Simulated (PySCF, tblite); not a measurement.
# C₅H₈AlCl: geometry, infrared bands and NMR shifts

Wanted: the infrared bands and NMR shifts of C₅H₈AlCl (`C=[CH][Al]([Cl])[CH]1CC1`), by calculation.

Programs: tblite 0.8.0 and PySCF 2.14.0, with density-fitted response routines of our own. Each step states its level of theory. These are calculated values for one molecule in the gas phase, unless marked as measured. Atoms count from 0, in the outputs and in this text.

## Step 1: The starting structure

15 atoms, charge 0, multiplicity 1; geometry from: force field or distance geometry start.

Bonds of the start (Å): C0–C1 1.34, C1–Al2 1.97, Al2–Cl3 2.20, Al2–C4 2.00, C4–C5 1.53, C5–C6 1.51, C6–C4 1.50, C0–H7 1.08, C0–H8 1.10, C1–H9 1.07, C4–H10 1.10, C5–H11 1.10, C5–H12 1.11, C6–H13 1.12, C6–H14 1.09.

## Step 2: Optimising the geometry with GFN2-xTB

Job settings and geometry (Å):

```
{"job": {"kind": "relax", "xc": "GFN2-xTB", "basis": "xTB"}, "charge": 0, "multiplicity": 1}
C      2.759700     0.579100    -0.467400
C      1.810500    -0.356100    -0.364600
Al     0.605600    -0.242200     1.191800
Cl     1.113300    -1.519100     2.905800
C     -1.299500     0.229500     0.794800
C     -1.582800     0.708900    -0.631300
C     -1.943500    -0.697100    -0.197900
H      3.433000     0.524100    -1.312500
H      2.824400     1.377500     0.282100
H      1.696800    -1.171400    -1.055600
H     -1.900500     0.762200     1.543200
H     -0.685200     0.817200    -1.249700
H     -2.461300     1.375000    -0.765500
H     -3.016400    -0.916500     0.016700
H     -1.358400    -1.463000    -0.711900
```

Launch:

```console
$ OMP_NUM_THREADS=1 python probes_run.py task.json out
```

One launch serves the whole session: the jobs run in the order shown.

**Question.** This job is followed by: GFN2-xTB harmonic vibrations, gas phase; GIAO PBE0/pcSseg-1 NMR shielding, non-relativistic, gas phase. Predict these results of the whole session: strongest single infrared mode (GFN2-xTB); zero-point energy (GFN2-xTB); ¹³C shifts against TMS (PBE0/pcSseg-1, means over atoms taken as alike); ¹H shifts against TMS (PBE0/pcSseg-1, means over atoms taken as alike); ²⁷Al shifts against AlH4- (PBE0/pcSseg-1); ³⁵Cl shifts against HCl (PBE0/pcSseg-1); surface potential, 1st and 99th percentile.

**Answer**, as computed:

| quantity | value |
| --- | --- |
| strongest single infrared mode (GFN2-xTB) | 649 cm⁻¹, 162 km/mol |
| zero-point energy (GFN2-xTB) | 70.0 kcal/mol |
| ¹³C shifts against TMS (PBE0/pcSseg-1, means over atoms taken as alike) | 154.4, 143.3, 1.4, -2.9 ppm |
| ¹H shifts against TMS (PBE0/pcSseg-1, means over atoms taken as alike) | 6.92, 6.68, 6.44, 0.73, 0.36, -0.36 ppm |
| ²⁷Al shifts against AlH4- (PBE0/pcSseg-1) | 140.0 ppm |
| ³⁵Cl shifts against HCl (PBE0/pcSseg-1) | 14 ppm |
| surface potential, 1st and 99th percentile | -0.58 V and 2.28 V |

What this shows: Relaxing lowered the energy by 0.773 eV in 126 steps; the close pair that moved most is Al2–Cl3, from 2.197 to 2.029 Å. No mode is imaginary among the 39: a minimum at this level. The strongest single mode, at 649 cm⁻¹, moves mainly Al2. Unscaled tight-binding wavenumbers are off by several per cent, some by more. Its intensities can rank the bands wrongly. C0 (terminal =CH2 carbon) lies farthest downfield among carbon, at 154.4 ppm; an sp2 carbon of a C=C bond. By nearest atom (PBE0/pcSseg-1), the HOMO sits on C4 29 %; C1 12 % and the LUMO on Al2 38 %; C0 19 %.
